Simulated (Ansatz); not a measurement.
# Ti2Co: the cost of one run

Program: Ansatz 0.2.0. Level of theory: DFT PBEsol, scalar-relativistic, plane waves, PAW. These are calculated values, not measurements.

2 further runs of the same task are left out: 2 set aside as unsound or not needed.

### 1 The structure to begin with

It takes space group Fd-3m (No. 227, cubic). Conventional cell: a = 6.979 Å, b = 6.979 Å, c = 6.979 Å, α = 90.00°, β = 90.00°, γ = 90.00°. Ti (site symmetry -3m) has 6 Ti at 2.47 Å and 6 Co at 2.89 Å in its first shell of neighbours. Around Co (site symmetry -43m) lie 12 Ti at 2.89 Å and 4 Co at 3.02 Å.

As a file:

```
Ti Co
1.0
     0.00000    3.48951    3.48951
     3.48951    0.00000    3.48951
     3.48951    3.48951    0.00000
Ti Co
4 2
Direct
  0.62500 0.62500 0.62500
  0.12500 0.62500 0.62500
  0.62500 0.62500 0.12500
  0.62500 0.12500 0.62500
  0.00000 0.00000 0.00000
  0.25000 0.25000 0.25000
```

It is the result of an earlier relaxation at this level (volume 14.16 Å³/atom; gap on the mesh: none (metal), site moments up to 1.0 μB).

### 2 Bands, states and charges

The input, input.yaml:

```yaml
crystal:
  lattice:
    - [0.0, 3.4895129944, 3.4895129944]
    - [3.4895129944, 0.0, 3.4895129944]
    - [3.4895129944, 3.4895129944, 0.0]
  atoms:
    - { symbol: Ti, position: [0.625, 0.625, 0.625] }
    - { symbol: Ti, position: [0.125, 0.625, 0.625] }
    - { symbol: Ti, position: [0.625, 0.625, 0.125] }
    - { symbol: Ti, position: [0.625, 0.125, 0.625] }
    - { symbol: Co, position: [0.0, 0.0, 0.0], spin: 1.11 }
    - { symbol: Co, position: [0.25, 0.25, 0.25], spin: 1.11 }
basis:
  ecutwfc: 420
kpoints:
  mp_grid: { grid: [10, 10, 10] }
  band_path:
    path:
      - [[0.0, 0.0, 0.0], [0.5, 0.0, 0.5], [0.625, 0.25, 0.625]]
      - [[0.375, 0.375, 0.75], [0.0, 0.0, 0.0], [0.5, 0.5, 0.5], [0.5, 0.25, 0.75], [0.5, 0.0, 0.5]]
    npoints: 14
hamiltonian:
  xc: pbesol
scf:
  occupations: { method: gaussian, width: 0.1 }
  n_extra_bands: 15
output:
  forces: true
  stress: true
  eigenvalues: true
  populations: true
  dos: { projected: true, de: 0.02, nscf_kmesh: { grid: [15, 15, 15] } }
  bader: true
  write_density: true
  write_potential: true
  elf: true
  volumetric_format: npy
magnetization:
  spin_polarized: true
checkpoint:
  read: start.run
  write: ck
  compress: false
  write_wavefunctions: false
  write_every: 100000
```

Run with:

```
$ ansatz run input.yaml --threads 2 --pin off --max-ram 5120MiB --backend cpu --events-out ev --progress --plain --runs-dir out
```

What time and memory should one allow on 2 threads of Arm Neoverse V2, shared host?

About 62 s, with a peak of 0.73 GiB.
